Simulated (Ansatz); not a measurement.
**WO+ (quartet): wave-function methods side by side, def2-TZVPP**

An exercise on one series of results from a longer session: the logs are not shown, and one member is left open.

The runs use Ansatz 0.2.0, Gaussian basis; def2-TZVPP, core rule «outside noble gas», up to 5 orbitals frozen.

Plan: UHF; ROHF; CCSD(T) on UHF.

## What is computed

The geometry is a PBE0/def2-TZVP stationary point (not a proven minimum) of the parent state, kept for this charge and spin. No spin-orbit coupling is included. Elements past krypton take def2 core potentials.

2 atoms, charge 1, spin multiplicity 4.

Atoms are counted from 1 here; the program's logs count them from 0.

Bond lengths: W1–O2 1.631 Å.

As a file:

```xyz
2
OW
W     0.0000    0.0000    0.0000
O     0.0000    0.0000    1.6312
```

Set-up of the first run:

in.yaml reads:

```yaml
crystal:
  periodic: [false, false, false]
  atoms:
    - {symbol: W, position_ang: [0.000000, 0.000000, 0.000000]}
    - {symbol: O, position_ang: [0.000000, 0.000000, 1.631200]}
basis:
  gaussian: {orbitals: def2-TZVPP}
total_charge: 1
magnetization: {spin_polarized: true, initial_magnetization: 3}
hamiltonian: {xc: hf}
output: {orbitals: {seedname: orbitals}}
```

Command:

```sh
> ansatz run in.yaml --threads 1 --pin off --events-out ev --progress --plain --max-ram 3968MiB --backend cpu
```

Among the steps run: UHF; ROHF; CCSD(T) on UHF.

One of the session's tables, all rows but one given; the rest of the session is left out.

| method | from UCCSD(T) (meV) |
| --- | --- |
| ROHF | +10711.5 |
| UHF | +10329.3 |
| UMP2 | ? |
| UCCSD | +626.1 |
| UCCSD(T) | 0 |

**Question.** Estimate the row for UMP2.

The run gave: from UCCSD(T) (meV): +353.3. In the column «from UCCSD(T) (meV)» it lies between UCCSD(T) (0) and UCCSD (+626.1).
